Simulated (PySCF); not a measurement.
**GeH2Cl2 (dichlorogermane): levels of theory compared**

Aim: a comparison of 6 runs (MP2/def2-SVP, MP2/ma-def2-SVP, MP2/def2-SVPD, MP2/ma-def2-TZVP, MP2/def2-TZVPD, MP2/def2-TZVPPD) of GeH2Cl2 (dichlorogermane). Input form: a Python script.

Program for the calculation: PySCF 2.14.0.

### 1 The molecule

GeH2Cl2 has 5 atoms, charge 0, and is taken as a singlet. SMILES: `[Cl][GeH2][Cl]`. The coordinates come from a PBE0-D4/def2-TZVP relaxation.

Bond lengths: Cl1–Ge2 2.140 Å, Ge2–Cl3 2.140 Å, Ge2–H4 1.528 Å, Ge2–H5 1.528 Å. Angles: Cl1–Ge2–Cl3 108.2°, Cl1–Ge2–H4 108.2°, Cl1–Ge2–H5 108.2°, Cl3–Ge2–H4 108.2°, Cl3–Ge2–H5 108.2°, H4–Ge2–H5 115.8°.

### 2 The energy at MP2/def2-SVP (run 1)

The input, run.py:

```python
from pyscf import gto, scf, mp

molecule = gto.M(
    atom='''
Cl    -1.771500    -0.157700     0.977200
Ge     0.027400     0.080300    -0.156400
Cl     1.579400    -1.030200     0.811000
H     -0.198900    -0.525000    -1.541400
H      0.413600     1.558900    -0.131900
''',
    charge=0,
    spin=0,
    verbose=3,
    max_memory=1860,
    basis='def2-svp',
)

calc0 = scf.RHF(molecule)
calc0.conv_tol = 1e-10
calc0.kernel()
if not calc0.converged:
    calc0 = calc0.newton().run(calc0.mo_coeff, calc0.mo_occ)

pt = mp.MP2(calc0, frozen=19).run()
energy = pt.e_tot
print('Final energy', energy)
```

Run with:

```
$ OMP_NUM_THREADS=1 python run.py
```

The program printed:

```text
converged SCF energy = -2995.06166454446
E(RMP2) = -2995.55373442238  E_corr = -0.492069877919758
E(SCS-RMP2) = -2995.53218988119  E_corr = -0.470525336724525
Final energy -2995.5537344223835
```

Wall time 1.6 s (1 thread of Arm Neoverse V1, shared host); peak memory 0.17 GiB.

### 3 A single-point energy at MP2/ma-def2-SVP (run 2)

The input, start.xyz:

```xyz
5

Cl    -1.771500    -0.157700     0.977200
Ge     0.027400     0.080300    -0.156400
Cl     1.579400    -1.030200     0.811000
H     -0.198900    -0.525000    -1.541400
H      0.413600     1.558900    -0.131900
```

The input, run.py:

```python
from pyscf import gto, mp

mol = gto.M(
    atom='start.xyz',
    verbose=3,
    spin=0,
    charge=0,
    basis='ma-def2-svp',
    max_memory=1860,
)

myscf = mol.RHF()
myscf.conv_tol = 1e-10
myscf.kernel()
if not myscf.converged:
    myscf = myscf.newton().run(myscf.mo_coeff, myscf.mo_occ)

pt = mp.MP2(myscf, frozen=19).run()
e_final = pt.e_tot
print('Final energy', e_final)
```

Run with:

```
$ OMP_NUM_THREADS=1 python run.py
```

The program printed:

```text
converged SCF energy = -2995.06598296212
E(RMP2) = -2995.54999595347  E_corr = -0.48401299135762
E(SCS-RMP2) = -2995.52587521481  E_corr = -0.459892252690678
Final energy -2995.549995953474
```

It took 1.9 s on 1 thread of Arm Neoverse V1, shared host; peak memory 0.19 GiB.

### 4 A single-point energy at MP2/def2-SVPD (run 3)

The input, job.py:

```python
from pyscf import gto, scf, mp

system = gto.Mole()
system.atom = '''
Cl      -1.771500      -0.157700       0.977200
Ge       0.027400       0.080300      -0.156400
Cl       1.579400      -1.030200       0.811000
H       -0.198900      -0.525000      -1.541400
H        0.413600       1.558900      -0.131900
'''
system.verbose = 4
system.charge = 0
system.basis = 'def2-svpd'
system.max_memory = 1860
system.build()

myscf = scf.RHF(system)
myscf.conv_tol = 1e-10
myscf.kernel()
if not myscf.converged:
    myscf = myscf.newton().run(myscf.mo_coeff, myscf.mo_occ)

pt = mp.MP2(myscf, frozen=19).run()
etot = pt.e_tot
print(f'total energy: {etot:.8f} hartree')
```

Run with:

```
$ OMP_NUM_THREADS=1 python job.py
```

The program printed:

```text
PySCF version 2.14.0

[... 59 lines left out ...]
converged SCF energy = -2995.07720732208
[... 1 line left out ...]
******** <class 'pyscf.mp.mp2.RMP2'> ********
nocc = 15, nmo = 89
frozen orbitals 19
E(RMP2) = -2995.59988684374  E_corr = -0.522679521654995
E(SCS-RMP2) = -2995.57655719935  E_corr = -0.49934987727017
E_corr(same-spin) = -0.147537171595181
E_corr(oppo-spin) = -0.375142350059814
total energy: -2995.59988684 hartree
```

Wall time 3.6 s (1 thread of Arm Neoverse V1, shared host); peak memory 0.3 GiB.

Runs 4 to 5 aren't shown in full; the table further down has their settings and results.

### 5 The energy at MP2/def2-TZVPPD (run 6)

start.xyz, as its differences from that of step 3:

```diff
@@ -1,3 +1,3 @@
 5
-
+Cl2GeH2
 Cl    -1.771500    -0.157700     0.977200
```

The input, run.py:

```python
from pyscf import gto, mp

mol = gto.M(
    atom='start.xyz',
    basis='def2-tzvppd',
    max_memory=1860,
    verbose=4,
)

mf = mol.RHF()
mf.conv_tol = 1e-10
mf.kernel()
if not mf.converged:
    mf = mf.newton().run(mf.mo_coeff, mf.mo_occ)

pt = mp.MP2(mf, frozen=19).run()
energy = pt.e_tot
print('E = %.10f Eh' % energy)
```

Run with:

```
$ OMP_NUM_THREADS=1 python run.py
```

The program printed:

```text
PySCF version 2.14.0

[... 61 lines left out ...]
converged SCF energy = -2995.64781812665
[... 1 line left out ...]
******** <class 'pyscf.mp.mp2.RMP2'> ********
nocc = 15, nmo = 171
frozen orbitals 19
E(RMP2) = -2996.28325234266  E_corr = -0.635434216006596
E(SCS-RMP2) = -2996.26383530003  E_corr = -0.616017173376793
E_corr(same-spin) = -0.169042945189756
E_corr(oppo-spin) = -0.466391270816839
E = -2996.2832523427 Eh
```

Run time: 23 s. Hardware: 1 thread of Arm Neoverse V1, shared host; peak memory 1.7 GiB.

### 6 Overview of the runs

| run | level | energy (Eh) | dipole moment (D) of the reference | HOMO energy (eV) | LUMO energy (eV) | wall time |
| --- | --- | --- | --- | --- | --- | --- |
| 1 | MP2/def2-SVP | -2995.553734 | 2.21 | -12.18 | 3.52 | 1.6 s |
| 2 | MP2/ma-def2-SVP | -2995.549996 | 2.42 | -12.39 | 1.23 | 1.9 s |
| 3 | MP2/def2-SVPD | -2995.599887 | 2.21 | -12.33 | 1.83 | 3.6 s |
| 4 | MP2/ma-def2-TZVP | -2996.265134 | 2.16 | -12.30 | 1.36 | 9.6 s |
| 5 | MP2/def2-TZVPD | -2996.270092 | 2.11 | -12.29 | 1.64 | 14 s |
| 6 | MP2/def2-TZVPPD | -2996.283252 | 2.11 | -12.29 | 1.64 | 23 s |

Convergence of the dipole moment (Hartree–Fock density) of singlet GeH2Cl2 with the basis set, against the last point:

| basis set | from the last (D) | wall time |
| --- | --- | --- |
| def2-SVP | +0.1072 | 1.6 s |
| ma-def2-SVP | +0.3166 | 1.9 s |
| def2-SVPD | +0.1065 | 3.6 s |
| ma-def2-TZVP | +0.0511 | 9.6 s |
| def2-TZVPD | -0.0009 | 14 s |
| def2-TZVPPD | +0.0000 | 23 s |

Convergence of the HOMO energy (Hartree–Fock orbitals) of singlet GeH2Cl2 with the basis set, against the last point:

| basis set | from the last (eV) | wall time |
| --- | --- | --- |
| def2-SVP | +0.1080 | 1.6 s |
| ma-def2-SVP | -0.1002 | 1.9 s |
| def2-SVPD | -0.0451 | 3.6 s |
| ma-def2-TZVP | -0.0097 | 9.6 s |
| def2-TZVPD | -0.0011 | 14 s |
| def2-TZVPPD | +0.0000 | 23 s |

### 7 What came out

| quantity | value |
| --- | --- |
| run 6: total energy | -2996.28325 Eh |
| run 6: dipole moment (Hartree–Fock density) | 2.11 D |
| run 6: HOMO energy (Hartree–Fock orbitals) | -12.29 eV |
| run 6: LUMO energy (Hartree–Fock orbitals) | 1.64 eV |
| run 6: HOMO–LUMO gap (Hartree–Fock orbitals) | 13.93 eV |
| run 6: correlation energy (19 core orbitals frozen) | -635.4 mEh |

**Reading.** For the dipole moment (Hartree–Fock density) of singlet GeH2Cl2 to stay within 0.1 D of the last point, ma-def2-TZVP is the first point of the series from which all later ones do (9.6 s against 23 s). For the HOMO energy (Hartree–Fock orbitals) of singlet GeH2Cl2 to stay within 0.1 eV of the last point, def2-SVPD is the first point of the series from which all later ones do (3.6 s against 23 s). For the HOMO energy (Hartree–Fock orbitals) of singlet GeH2Cl2 to stay within 0.02 eV of the last point, ma-def2-TZVP is the first point of the series from which all later ones do (9.6 s against 23 s). Over the runs the total energy spans 19.953 eV. All runs together took 54 s, the longest 23 s.
